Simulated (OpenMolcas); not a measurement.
**Mn³⁺ among point charges: CASSCF and CASPT2 levels and susceptibility**

How does a field of 6 point charges split the states of Mn³⁺, and what χT follows?

Program: OpenMolcas 26.06. Level of theory: state-averaged CASSCF and CASPT2, spin-orbit coupling by RASSI with atomic mean-field integrals. These are calculated values, not measurements, unless marked.

## (1) Starting point

* Species: Mn³⁺ (manganese, Z = 25, 22 electrons)
* Basis: ANO-RCC-VDZP [5s4p2d1f], 34 functions
* Scalar Hamiltonian: DKH2, point nucleus
* Inactive shells: 1s 2s 2p 3s 3p
* Active space: 4 electrons in 5 orbitals (3d)
* Some configurations of this space: 3d⁴
* Orbitals: optimised for each spin and parity, averaged over all roots

Outer shells as boxes (Hund's rule):

3d4
```
3d [↑ ][↑ ][↑ ][↑ ][  ]
```

The ion sits among 6 point charges of -1 e arranged as an octahedron (Oh), 2.26 Å from the ion.

The work runs as a chain of OpenMolcas steps in one folder; each step below is one input file. Labels, J, g values, rates, χT and fits are worked out afterwards by a script from the matrices that RASSI stores. The input lists half of the charges; inversion (Group=XYZ) makes the rest.

## (2) Basis and integrals

Contents of a.inp:

```
&GATEWAY
Coord
1

Mn 0.0 0.0 0.0
Basis=ANO-RCC-VDZP
Group=XYZ
NoMove
AngMom=0.0 0.0 0.0
AMFI
XField
3 Angstrom 0
2.260000 0.000000 0.000000 -1.000000
0.000000 2.260000 0.000000 -1.000000
0.000000 0.000000 2.260000 -1.000000
&SEWARD
```

Command:

```sh
> OMP_NUM_THREADS=1 MOLCAS_MEM=1689 MOLCAS_PROJECT=a pymolcas a.inp > a.log
```

## (3) Reference wave functions, quintets of even parity, 5 roots

Contents of a.inp:

```
&RASSCF
FileOrb=start.orb
Symmetry=1
Spin=5
nActEl=4 0 0
Inactive=3 6
Ras2=5 0
CIRoot=5 5 1
SDav=5
CIMx=300
Iter=120 100
PrWF=0.3
OrbListing=Nothing
MaxOrb=0
>>> COPY $Project.JobIph JOB001
```

start.orb holds the contracted functions of the basis, ordered by shell, or the orbitals of the step before.

## (4) CASSCF: triplets of even parity, 45 roots

Contents of a.inp:

```
&RASSCF
FileOrb=start.orb
Symmetry=1
Spin=3
nActEl=4 0 0
Inactive=3 6
Ras2=5 0
CIRoot=45 45 1
SDav=45
CIMx=300
Iter=120 100
PrWF=0.3
OrbListing=Nothing
MaxOrb=0
>>> COPY $Project.JobIph JOB002
```

## (5) Reference wave functions, singlets of even parity, 50 roots

Contents of a.inp:

```
&RASSCF
FileOrb=start.orb
Symmetry=1
Spin=1
nActEl=4 0 0
Inactive=3 6
Ras2=5 0
CIRoot=50 50 1
SDav=50
CIMx=300
Iter=120 100
PrWF=0.3
OrbListing=Nothing
MaxOrb=0
>>> COPY $Project.JobIph JOB003
```

## (6) RASSI: spin-orbit coupling between the states

Contents of a.inp:

```
&RASSI
NrOfJobIphs=3 5 45 50
1 2 3 4 5
1 2 3 4 5 6 7 8 9 10 11 12 13 14 15 16 17 18 19 20 21 22 23 24 25 26 27
28 29 30 31 32 33 34 35 36 37 38 39 40 41 42 43 44 45
1 2 3 4 5 6 7 8 9 10 11 12 13 14 15 16 17 18 19 20 21 22 23 24 25 26 27
28 29 30 31 32 33 34 35 36 37 38 39 40 41 42 43 44 45 46 47 48 49 50
IphNames
JOB001
JOB002
JOB003
EJob
SpinOrbit
DIPRint=1.0
SOCoupling=1000.0
Subsets=2
Property=9
'ANGMOM' 1 'ANGMOM' 2 'ANGMOM' 3 'MLTPL  1' 1 'MLTPL  1' 2 'MLTPL  1' 3
'AMFI' 1 'AMFI' 2 'AMFI' 3
SOProperty=3
'ANGMOM' 1 'ANGMOM' 2 'ANGMOM' 3
```

## (7) CASPT2: IPEA 0.25, imaginary shift 0.1 (closed shells correlated: 3s 3p)

Contents of a.inp:

```
>>> COPY JOB001 $Project.JobIph
&CASPT2
Multistate=5 1 2 3 4 5
NoMult
Frozen=2 3
IPEA=0.25
Imaginary=0.1
MaxIter=60
WThr=0.0 0.3 0.05
PrWF=0.5
NoMix
>>> COPY JOB002 $Project.JobIph
&CASPT2
Multistate=45 1 2 3 4 5 6 7 8 9 10 11 12 13 14 15 16 17 18 19 20 21 22
23 24 25 26 27 28 29 30 31 32 33 34 35 36 37 38 39 40 41 42 43 44 45
NoMult
Frozen=2 3
IPEA=0.25
Imaginary=0.1
MaxIter=60
WThr=0.0 0.3 0.05
PrWF=0.5
NoMix
>>> COPY JOB003 $Project.JobIph
&CASPT2
Multistate=50 1 2 3 4 5 6 7 8 9 10 11 12 13 14 15 16 17 18 19 20 21 22
23 24 25 26 27 28 29 30 31 32 33 34 35 36 37 38 39 40 41 42 43 44 45 46
47 48 49 50
NoMult
Frozen=2 3
IPEA=0.25
Imaginary=0.1
MaxIter=60
WThr=0.0 0.3 0.05
PrWF=0.5
NoMix
```

(Steps that only read results are left out.)

Before running it: what results should come out? Wanted: spin-free ground state; first state of the same spin within the active space; lowest level; next level.

As calculated:

```
                                            quantity                                                                        value
                                              method  SS-CASPT2, IPEA 0.25, imaginary shift 0.1 (closed shells correlated: 3s 3p)
                              spin-free ground state                                               5E, 2-fold in its orbital part
first state of the same spin within the active space                                                             5T2 at 1110 cm⁻¹
                                        lowest level                                                                    1-fold A1
                                          next level                                                                    61.6 cm⁻¹
                                         χT at 300 K                                                               2.25 cm³ K/mol
                           effective moment at 300 K                                                                      4.24 μB
```

Cost by method:

| method | time of its own steps | time with the reference |
| --- | --- | --- |
| A. CASSCF | 19 s | 19 s |
| B. SS-CASPT2, IPEA 0.25, imaginary shift 0.1, +3s 3p | 4.7 s | 23 s |

Times are of one thread on a shared host.

**Reading.** The spin-free ground state (5E) comes to 100 % from free-ion D terms and keeps the highest spin of the shell. χT at 300 K is 2.25, against 3.01 cm³ K/mol for the spin alone, so spin-orbit coupling lowers it. An active space of the d shell alone favours high spin; real ions in strong fields can be low spin. CASPT2 does not keep the components of a term degenerate, and the means are used. An orbital doublet at a regular site is open to a Jahn-Teller distortion, which this geometry leaves out. The field of point charges can differ much from that of real complexes. With metal d orbitals alone active, the gaps between spin states are rough; where two lie within a few thousand cm-1, their order is open. Point charges carry no covalency, so the field is a model and not that of real ligands.
